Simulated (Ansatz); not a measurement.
The same calculation of NaLiICl, space group P4/mmm as a Python script and as an input file (Ansatz 0.2.0, Python API).

`naliicl.py`:
```python
"""Cell relaxation of NaLiICl."""

import ansatz as az
from ase import Atoms
from ase.io import write
import numpy as np

def edges_and_angles(cell):
    cell = np.asarray(cell)
    a, b, c = np.linalg.norm(cell, axis=1)
    cosines = cell[1] @ cell[2] / (b * c), cell[0] @ cell[2] / (a * c), cell[0] @ cell[1] / (a * b)
    return (a, b, c, *np.degrees(np.arccos(cosines)))


def main() -> None:
    structure = (
        az.Lattice.of((4.091636, 0.0, 0.0), (0.0, 4.091636, 0.0), (0.0, 0.0, 6.215344))
        .atom("Na", (0.5, 0.5, 0.5))
        .atom("Li", (0.0, 0.0, 0.0))
        .atom("I", (0.5, 0.5, 0.0))
        .atom("Cl", (0.0, 0.0, 0.5))
    )

    # a pressure is positive in compression
    calc = (
        structure.calculation()
        .kpoints(4, 4, 3)
        .occupations(az.OccupationsMethod.FIXED)
        .basis(38 * az.Ry)
        .functional(az.Functional.LDA)
        .relax(force_tolerance=0.05, max_steps=40, pressure=200 * az.kbar)
    )
    steps = []


    def follow(event):
        if event["event"] != "relax_step":
            return
        row = event["data"]
        steps.append(row)
        print(f"step {row['step']:3d}  E = {row['lagrangian_ev']:.5f} eV  largest force component = {row['allowed_force_max_ev_ang']:.4f} eV/A  P = {row['pressure_gpa']:.3f} GPa")


    res = calc.session().plan(threads=1).execute(on_event=follow)
    data = res.report

    first, last = steps[0], steps[-1]
    symbols = [site.symbol for site in res.lattice.sites]
    print(f"energy gained {first['lagrangian_ev'] - last['lagrangian_ev']:.4f} eV in {len(steps) - 1} steps")
    for label, vectors in (("before", first["cell_ang"]), ("after", res.lattice.cell_ang)):
        print(label, "a b c (A) {:.4f} {:.4f} {:.4f}  angles {:.2f} {:.2f} {:.2f}".format(*edges_and_angles(vectors)), f" V = {abs(np.linalg.det(vectors)):.3f} A^3")
    print("final stress xx yy zz (GPa, compression positive):", np.round(np.diag(data["stress_gpa"]), 3) + 0.0)

    relaxed = Atoms(symbols, positions=[site.position_ang for site in res.lattice.sites], cell=res.lattice.cell_ang, pbc=True)
    write("relaxed.vasp", relaxed, format="vasp")

    print("atom   start x y z (A)              end x y z (A)")
    for symbol, a, b in zip(symbols, first["positions_ang"], last["positions_ang"]):
        print(f"{symbol:3s}", " ".join(f"{v:8.4f}" for v in a), "  ", " ".join(f"{v:8.4f}" for v in b))

    change = np.array(last["positions_ang"]) @ np.linalg.inv(last["cell_ang"]) - np.array(first["positions_ang"]) @ np.linalg.inv(first["cell_ang"])
    moved = np.linalg.norm(change @ np.array(last["cell_ang"]), axis=1)
    print("displacement within the cell, strain taken out (A):", " ".join(f"{s}:{d:.3f}" for s, d in zip(symbols, moved)))

    print("%-22s %14.5f eV" % ("F = E - TS", data["free_energy_ev"]))
    print("%-22s %14.5f eV" % ("E", data["internal_energy_ev"]))
    print("%-22s %14.5f eV" % ("Harris-Foulkes", data["harris_foulkes_ev"]))
    print("%-22s %14.5f eV" % ("Fermi level", data["fermi_energy_ev"]))


if __name__ == "__main__":
    main()
```

```console
$ python naliicl.py
step   1  E = -10074.00881 eV  largest force component = 0.0000 eV/A  P = -2.329 GPa
step   2  E = -10074.08900 eV  largest force component = 0.0000 eV/A  P = 0.992 GPa
step   3  E = -10073.80640 eV  largest force component = 0.0000 eV/A  P = 7.310 GPa
step   4  E = -10073.10461 eV  largest force component = 0.0000 eV/A  P = 17.225 GPa
step   5  E = -10072.82407 eV  largest force component = 0.0000 eV/A  P = 20.792 GPa
step   6  E = -10072.88715 eV  largest force component = 0.0000 eV/A  P = 20.005 GPa
step   7  E = -10072.88652 eV  largest force component = 0.0000 eV/A  P = 20.002 GPa
energy gained -1.1223 eV in 6 steps
before a b c (A) 4.0916 4.0916 6.2153  angles 90.00 90.00 90.00  V = 104.054 A^3
after a b c (A) 3.5590 3.5590 5.2199  angles 90.00 90.00 90.00  V = 66.118 A^3
final stress xx yy zz (GPa, compression positive): [20.001 20.001 20.002]
atom   start x y z (A)              end x y z (A)
Na    2.0458   2.0458   3.1077      1.7795   1.7795   2.6099
Li    0.0000   0.0000   0.0000     -0.0000   0.0000   0.0000
I     2.0458   2.0458   0.0000      1.7795   1.7795   0.0000
Cl    0.0000   0.0000   3.1077     -0.0000   0.0000   2.6099
displacement within the cell, strain taken out (A): Na:0.000 Li:0.000 I:0.000 Cl:0.000
F = E - TS               -10072.88652 eV
E                        -10072.88652 eV
Harris-Foulkes           -10072.88652 eV
Fermi level                   7.90953 eV
```

`input.yaml`:
```yaml
crystal:
  lattice:
    - [4.091636, 0.0, 0.0]
    - [0.0, 4.091636, 0.0]
    - [0.0, 0.0, 6.215344]
  atoms:
    - { symbol: Na, position: [0.5, 0.5, 0.5] }
    - { symbol: Li, position: [0.0, 0.0, 0.0] }
    - { symbol: I, position: [0.5, 0.5, 0.0] }
    - { symbol: Cl, position: [0.0, 0.0, 0.5] }
basis:
  ecutwfc: 517.0163386738
kpoints:
  mp_grid: { grid: [4, 4, 3] }
hamiltonian:
  xc: lda
scf:
  occupations: { method: fixed }
relax:
  f_tol: 0.05
  max_steps: 40
  cell: { p_target: 20.0 }
```

On the command line:
```console
$ ansatz run input.yaml --threads 1 --pin off --max-ram 3072MiB --backend cpu --events-out ev --progress --plain --runs-dir out
Engine: ansatz 0.2.0, x86_64-unknown-linux-gnu
Pseudopotentials: kind: paw
Pseudopotential: Na, paw, valence charge 9, recommended cutoff 420 eV (normal), Na.paw.azcp
Pseudopotential: Li, paw, valence charge 3, recommended cutoff 420 eV (normal), Li.paw.azcp
Pseudopotential: I, paw, valence charge 17, recommended cutoff 420 eV (normal), I.paw.azcp
Pseudopotential: Cl, paw, valence charge 7, recommended cutoff 420 eV (normal), Cl.paw.azcp
Functional definition: SPW92
  exchange = slater_x
  correlation = pw_c
Crystal: 4 atoms, lattice volume = 104.054 Å³
Basis set: ecut = 517.0163386738 eV, 2815 PW (Γ)
Bands: 22, of which v1, the nominal top of the filled ones, is band 18 counted from 1 (17 counted from 0)
Symmetry: 16 space group operations
Space group: P4/mmm (ITA 123), of the structure as read, at distance tolerance 4.7e-5 Å
k-points: 12 of 48
Non-local potential: Na, projectors of the file, l = 0: 3, l = 1: 2, l = 2: 1
Non-local potential: Li, projectors of the file, l = 0: 3, l = 1: 2, l = 2: 1
Non-local potential: I, projectors of the file, l = 0: 2, l = 1: 2, l = 2: 2, l = 3: 2
Non-local potential: Cl, projectors of the file, l = 0: 2, l = 1: 2, l = 2: 2
PAW form: soft (Blöchl's): semilocal exchange-correlation on the pseudo side does not see the compensation charge
PAW frozen core: Na, regenerated for the run's functional, and the local potential with it (the file was generated under x = pbe(κ = 0.804, μ = 0.2195149727645171), c = pbe(β = 0.06672455060314922))
PAW frozen core: I, regenerated for the run's functional, and the local potential with it (the file was generated under x = pbe(κ = 0.804, μ = 0.2195149727645171), c = pbe(β = 0.06672455060314922))
PAW frozen core: Cl, regenerated for the run's functional, and the local potential with it (the file was generated under x = pbe(κ = 0.804, μ = 0.2195149727645171), c = pbe(β = 0.06672455060314922))
PAW one-centre angular grid: Na, 110 points (default); XC on 64 Gauss nodes
PAW one-centre angular grid: Li, 110 points (default); XC on 64 Gauss nodes
PAW one-centre angular grid: I, 590 points (default); XC on 64 Gauss nodes
PAW one-centre angular grid: Cl, 110 points (default); XC on 64 Gauss nodes
Initial density: superposition of atomic densities (neutral atoms: chi_scale 0, normalization atom), corrected by the library's trained network
Initial wavefunctions: pseudopotential atomic-orbital guess
Functional: x = slater, c = lda
SCF iter   1: F=—  HF=-10074.023869 eV  |F-HF|=—  |Δ(HF+E_count)|=         —  Δρ=6.19e-3  dr2=2.85e-2  ethr=1.77e-3  ⟨swp⟩=5.4  Hψ=1240  notcnv=0  defer=20
preconditioner: auto → Resta (q_TF=auto, 2.286 Å⁻¹)  ε∞=3.0  [insulator: Δε(μ)=3.877 eV  Ē_g=10.407 eV  n_scr=20 (ndim 8)  ℏωp=14.6 eV  f_vac=0.021  ε∞_Penn≈3.0]
SCF iter   2: F=—  HF=-10074.010502 eV  |F-HF|=—  |Δ(HF+E_count)|=   1.34e-2  Δρ=2.59e-3  dr2=4.71e-3  ethr=7.92e-5  ⟨swp⟩=2.0  Hψ=599  notcnv=0  defer=24
SCF iter   3: F=—  HF=-10074.008843 eV  |F-HF|=—  |Δ(HF+E_count)|=   1.66e-3  Δρ=6.61e-4  dr2=3.69e-4  ethr=1.31e-5  ⟨swp⟩=2.0  Hψ=492  notcnv=0  defer=24
SCF iter   4: F=—  HF=-10074.008807 eV  |F-HF|=—  |Δ(HF+E_count)|=   3.57e-5  Δρ=1.01e-4  dr2=1.32e-5  ethr=1.03e-6  ⟨swp⟩=1.0  Hψ=264  notcnv=0  defer=22
SCF iter   5: F=—  HF=-10074.008813 eV  |F-HF|=—  |Δ(HF+E_count)|=   6.07e-6  Δρ=2.78e-5  dr2=6.67e-7  ethr=3.68e-8  ⟨swp⟩=2.0  Hψ=396  notcnv=0  defer=15
SCF iter   6: F=-10074.008813 eV  HF=-10074.008813 eV  |F-HF|=6.19e-9  |Δ(HF+E_count)|=   8.49e-8  Δρ=8.08e-6  dr2=5.28e-8  ethr=2.78e-10  ⟨swp⟩=5.0  Hψ=1037  notcnv=0
SCF 1 converged in 6 iterations: F = -10074.008813 eV  dr2 = 5.28e-8
  greatest PAW one-centre occupation: 1.000 electrons in one spin orbital (limit 2), on the I atom at site 2 (counted from 0), in its partial waves of l = 2
relax step   1: F+E_penalty+E_count = -10074.00881313 eV  Δ(F+E_penalty+E_count) = +0.000e0 eV  max|allowed force component| = 2.573e-28 eV/Å  Δτ_max = 0.0000 Å  P = -2.329 GPa  Ω = 104.054 Å³  (6 SCF iters, dr2 threshold 1.00e-7 eV, accepted)
Crystal: 4 atoms, lattice volume = 89.940 Å³
Basis set: ecut = 517.0163386738 eV, 2389 PW (Γ)
Initial density: handed on by an earlier stage of this run
Initial wavefunctions: those handed on with the density
iter 1 solved again at ethr=9.38e-5 eV; its pass at ethr=3.10e-3 eV (dr2=3.38e-2 eV) is discarded
SCF iter   1: F=—  HF=-10074.107054 eV  |F-HF|=—  |Δ(HF+E_count)|=         —  Δρ=5.02e-3  dr2=3.39e-2  ethr=9.38e-5  ⟨swp⟩=2.0  Hψ=1350  notcnv=0  defer=12
automatic band count: iteration 1 solves 21 bands in place of 22: the levels show a gap, and the empty bands left out lie too high to hold charge; the band table lists the bands solved (type scf.n_extra_bands for more)
preconditioner: auto → Resta (q_TF=auto, 2.342 Å⁻¹)  ε∞=3.2  [insulator: Δε(μ)=4.231 eV  Ē_g=10.526 eV  n_scr=20 (ndim 8)  ℏωp=15.7 eV  f_vac=0.000  ε∞_Penn≈3.2]
SCF iter   2: F=—  HF=-10074.093607 eV  |F-HF|=—  |Δ(HF+E_count)|=   1.34e-2  Δρ=2.48e-3  dr2=8.67e-3  ethr=9.38e-5  ⟨swp⟩=2.0  Hψ=430  notcnv=0  defer=7
SCF iter   3: F=—  HF=-10074.089452 eV  |F-HF|=—  |Δ(HF+E_count)|=   4.15e-3  Δρ=7.68e-4  dr2=1.01e-3  ethr=2.41e-5  ⟨swp⟩=2.8  Hψ=374  notcnv=0  defer=10
SCF iter   4: F=—  HF=-10074.088995 eV  |F-HF|=—  |Δ(HF+E_count)|=   4.58e-4  Δρ=1.56e-4  dr2=1.49e-5  ethr=2.81e-6  ⟨swp⟩=2.0  Hψ=408  notcnv=0  defer=9
SCF iter   5: F=—  HF=-10074.089002 eV  |F-HF|=—  |Δ(HF+E_count)|=   7.01e-6  Δρ=3.61e-5  dr2=9.87e-7  ethr=4.14e-8  ⟨swp⟩=2.0  Hψ=422  notcnv=0  defer=4
SCF iter   6: F=-10074.089001 eV  HF=-10074.089001 eV  |F-HF|=1.94e-8  |Δ(HF+E_count)|=   1.87e-7  Δρ=7.17e-6  dr2=3.49e-8  ethr=1.11e-9  ⟨swp⟩=5.0  Hψ=1025  notcnv=0
SCF 2 converged in 6 iterations: F = -10074.089001 eV  dr2 = 3.49e-8
relax step   2: F+E_penalty+E_count = -10074.08900137 eV  Δ(F+E_penalty+E_count) = -8.019e-2 eV  max|allowed force component| = 6.242e-29 eV/Å  Δτ_max = 0.0000 Å  P = +0.992 GPa  Ω = 89.940 Å³  energy of the carried Pulay correction = +3.887e-4 eV  (6 SCF iters, dr2 threshold 4.00e-7 eV, accepted)
Crystal: 4 atoms, lattice volume = 77.736 Å³
Basis set: ecut = 517.0163386738 eV, 2069 PW (Γ)
iter 1 solved again at ethr=7.54e-5 eV; its pass at ethr=3.10e-3 eV (dr2=2.72e-2 eV) is discarded
SCF iter   1: F=—  HF=-10073.820853 eV  |F-HF|=—  |Δ(HF+E_count)|=         —  Δρ=5.12e-3  dr2=2.72e-2  ethr=7.54e-5  ⟨swp⟩=1.9  Hψ=1321  notcnv=0  defer=11
automatic band count: iteration 1 solves 21 bands in place of 22: the levels show a gap, and the empty bands left out lie too high to hold charge; the band table lists the bands solved (type scf.n_extra_bands for more)
preconditioner: auto → Resta (q_TF=auto, 2.400 Å⁻¹)  ε∞=3.3  [insulator: Δε(μ)=4.582 eV  Ē_g=11.068 eV  n_scr=20 (ndim 8)  ℏωp=16.8 eV  f_vac=0.000  ε∞_Penn≈3.3]
SCF iter   2: F=—  HF=-10073.810055 eV  |F-HF|=—  |Δ(HF+E_count)|=   1.08e-2  Δρ=2.56e-3  dr2=7.26e-3  ethr=7.54e-5  ⟨swp⟩=2.0  Hψ=466  notcnv=0  defer=10
SCF iter   3: F=—  HF=-10073.806737 eV  |F-HF|=—  |Δ(HF+E_count)|=   3.32e-3  Δρ=7.62e-4  dr2=7.87e-4  ethr=2.02e-5  ⟨swp⟩=2.8  Hψ=363  notcnv=0  defer=11
SCF iter   4: F=—  HF=-10073.806393 eV  |F-HF|=—  |Δ(HF+E_count)|=   3.45e-4  Δρ=1.47e-4  dr2=1.05e-5  ethr=2.19e-6  ⟨swp⟩=2.0  Hψ=409  notcnv=0  defer=10
[... 32 lines left out ...]
iter 1 solved again at ethr=4.03e-7 eV; its pass at ethr=3.10e-3 eV (dr2=1.45e-4 eV) is discarded
SCF iter   1: F=—  HF=-10072.887203 eV  |F-HF|=—  |Δ(HF+E_count)|=         —  Δρ=3.46e-4  dr2=1.08e-4  ethr=4.03e-7  ⟨swp⟩=3.6  Hψ=1397  notcnv=0  defer=10
automatic band count: iteration 1 solves 21 bands in place of 22: the levels show a gap, and the empty bands left out lie too high to hold charge; the band table lists the bands solved (type scf.n_extra_bands for more)
preconditioner: auto → none  [insulator: Δε(μ)=4.555 eV  Ē_g=11.697 eV  n_scr=16 (ndim 8)  ℏωp=18.3 eV  f_vac=0.000  ε∞_Penn≈3.4]
SCF iter   2: F=—  HF=-10072.887157 eV  |F-HF|=—  |Δ(HF+E_count)|=   4.67e-5  Δρ=1.48e-4  dr2=1.12e-5  ethr=3.00e-7  ⟨swp⟩=2.0  Hψ=446  notcnv=0  defer=11
SCF iter   3: F=—  HF=-10072.887153 eV  |F-HF|=—  |Δ(HF+E_count)|=   3.44e-6  Δρ=4.62e-5  dr2=1.22e-6  ethr=3.10e-8  ⟨swp⟩=2.0  Hψ=339  notcnv=0  defer=10
SCF iter   4: F=-10072.887153 eV  HF=-10072.887153 eV  |F-HF|=7.85e-9  |Δ(HF+E_count)|=   3.55e-7  Δρ=1.07e-5  dr2=3.75e-8  ethr=1.11e-9  ⟨swp⟩=4.8  Hψ=893  notcnv=0
SCF 6 converged in 4 iterations: F = -10072.887153 eV  dr2 = 3.75e-8
relax step   6: F+E_penalty+E_count = -10072.88715295 eV  Δ(F+E_penalty+E_count) = -6.309e-2 eV  max|allowed force component| = 7.396e-32 eV/Å  Δτ_max = 0.0000 Å  P = +20.005 GPa  Ω = 66.118 Å³  energy of the carried Pulay correction = +1.191e-3 eV  (4 SCF iters, dr2 threshold 4.00e-7 eV, accepted)
Initial wavefunctions: pseudopotential atomic-orbital guess (no wavefunctions were taken with the density)
iter 1 solved again at ethr=1.60e-8 eV; its pass at ethr=3.10e-3 eV (dr2=5.76e-6 eV) is discarded
SCF iter   1: F=—  HF=-10072.886513 eV  |F-HF|=—  |Δ(HF+E_count)|=         —  Δρ=1.33e-4  dr2=8.86e-7  ethr=1.60e-8  ⟨swp⟩=3.1  Hψ=2046  notcnv=0  defer=23
preconditioner: auto → none  [insulator: Δε(μ)=4.562 eV  Ē_g=12.147 eV  n_scr=16 (ndim 8)  ℏωp=18.3 eV  f_vac=0.000  ε∞_Penn≈3.3]
SCF iter   2: F=—  HF=-10072.886521 eV  |F-HF|=—  |Δ(HF+E_count)|=   7.76e-6  Δρ=6.65e-5  dr2=2.30e-7  ethr=2.46e-9  ⟨swp⟩=1.0  Hψ=264  notcnv=0  defer=22
SCF iter   3: F=—  HF=-10072.886521 eV  |F-HF|=—  |Δ(HF+E_count)|=   3.21e-7  Δρ=5.98e-6  dr2=1.56e-8  ethr=6.39e-10  ⟨swp⟩=1.8  Hψ=338  notcnv=0  defer=22
SCF iter   4: F=—  HF=-10072.886521 eV  |F-HF|=—  |Δ(HF+E_count)|=   5.19e-9  Δρ=6.58e-7  dr2=1.28e-10  ethr=4.33e-11  ⟨swp⟩=2.0  Hψ=411  notcnv=0  defer=22
SCF iter   5: F=-10072.886521 eV  HF=-10072.886521 eV  |F-HF|=3.64e-12  |Δ(HF+E_count)|=  4.37e-11  Δρ=1.81e-7  dr2=4.11e-12  ethr=1.00e-12  ⟨swp⟩=5.0  Hψ=955  notcnv=0
SCF 7 converged in 5 iterations: F = -10072.886521 eV  dr2 = 4.11e-12
relax step   7: F+E_penalty+E_count = -10072.88652132 eV  Δ(F+E_penalty+E_count) = +6.316e-4 eV  max|allowed force component| = 5.522e-30 eV/Å  Δτ_max = 0.0000 Å  P = +20.002 GPa  Ω = 66.118 Å³  stress off target by 2.45e-3 GPa  SCF on the basis re-selected at this cell (its energy is not comparable with the rows above)  (5 SCF iters)
basis re-selected at this cell: Δ(F+E_penalty+E_count) = +6.316e-4 eV, ΔP = -0.003 GPa vs the last step (what re-selecting the basis moved, of the pressure what is left beyond the Pulay correction that the steps carried, after the strain that the cell walked since its last selection, with what the two solves' SCF thresholds leave and, on support functions, [...]
SCF converged after 5 iterations
Free energy (F): -10072.886521 eV
Harris-Foulkes:  -10072.886521 eV  (|F-HF|=3.64e-12)
Internal energy: -10072.886521 eV  (E = F + TS)
E sigma→0 (E₀):  -10072.886521 eV
Fermi energy:    7.909533 eV
--- Per-component energies (eV) ---
  E_band       = -565.473249
  E_kinetic    = 506.855984
  E_local      = -3122.401154  (includes V_loc(G=0)·N_el)
  E_nonlocal   = 30.881116
  E_hartree    = 1406.452393
  E_xc         = -288.641860
  E_vxc        = -322.295054  (∫ρ·V_xc dr)
  E_paw        = -5549.743603  (= ΣΔE_a)
  E_vpaw       = -471.418753  (= ΣTr[D̂ρ^β])
  E_aug_tail   = -0.000149  (compensation charges beyond the density's cutoff)
  E_ewald      = -3057.401847
  E_core_change = 1.112597  (= ΣΔE_core)
  E_smearing   = -0.000000  (= −TS)
  E_closure    = -0.000000  (closes the sum)
  Σ components = -10072.886521   (vs F -10072.886521, Δ=0.00e0)
--- Forces (eV/Å), atoms counted from 1 ---
  atom   1  Na     0.00000000    -0.00000000     0.00000000
  atom   2  Li     0.00000000     0.00000000     0.00000000
  atom   3  I     -0.00000000     0.00000000     0.00000000
  atom   4  Cl     0.00000000     0.00000000     0.00000000
  max |Σ_I F_I| component: 3.16e-30 eV/Å
--- Stress (GPa, compression-positive) ---
       20.001115       0.000000       0.000000
        0.000000      20.001115       0.000000
        0.000000       0.000000      20.002446
  P = ⅓ Tr σ = 20.0016 GPa (200.016 kbar)
--- Relaxed structure (6 steps of the walk, 6 accepted, 1 SCFs on fresh bases) ---
  F+E_penalty+E_count = -10072.88652132 eV   max|allowed force component| = 5.522e-30 eV/Å   (the final SCF, on the basis selected at the relaxed cell)
  cell:  # Å, volume = 66.1179 Å³
    - [3.5590143251188153, -1.3822026068171623e-33, 0.0]
    - [1.2984327518585465e-33, 3.5590143251188153, 0.0]
    - [0.0, 0.0, 5.219867800383258]
  atoms:
    - { symbol: Na, position: [0.5, 0.5, 0.5] }
    - { symbol: Li, position: [-4.75410826315127e-34, 1.1468697236221822e-34, 0.0] }
    - { symbol: I, position: [0.5, 0.5, 0.0] }
    - { symbol: Cl, position: [-1.6660868363746616e-33, -1.5922872635780518e-34, 0.5] }
```

Reading the output:
- Absolute energies stand on the zero of these potentials, so only differences at equal settings mean something. A total without «per atom» is that of the cell as typed.
- Forces vanish by symmetry, so the ions can't move, and the end may be a saddle.
- Part of the cell is held or a pressure is applied, so the end point needn't be the zero-pressure lattice.
- At a fixed pressure a relaxation lowers the enthalpy F + PV, while F alone can rise.
- Under fixed occupations the level called the Fermi level is the highest filled one on the SCF mesh; off the mesh a filled band can lie a little above it.
- The zero of the levels is a convention of the potentials, so an absolute Fermi energy is no work function.
- Energies along a relaxation are free energies. Rows at an unchanged volume are solved on a plane-wave basis chosen afresh for that cell, so the energy jumps there and such rows are no steps of the walk.
- Symmetry holds the cell in this phase, whether or not it is the stable one at this pressure.
- This cell is a computed structure, which may not be the phase found in nature.
- Timing: 15 s on 1 thread of Intel(R) Xeon(R) Platinum 8488C (Sapphire Rapids) (shared host), peak memory 0.52 GiB.

(A comment or docstring line of the script was reworded after the run, the code is as it ran; lines on the test bed's own set-up are left out of the output.)
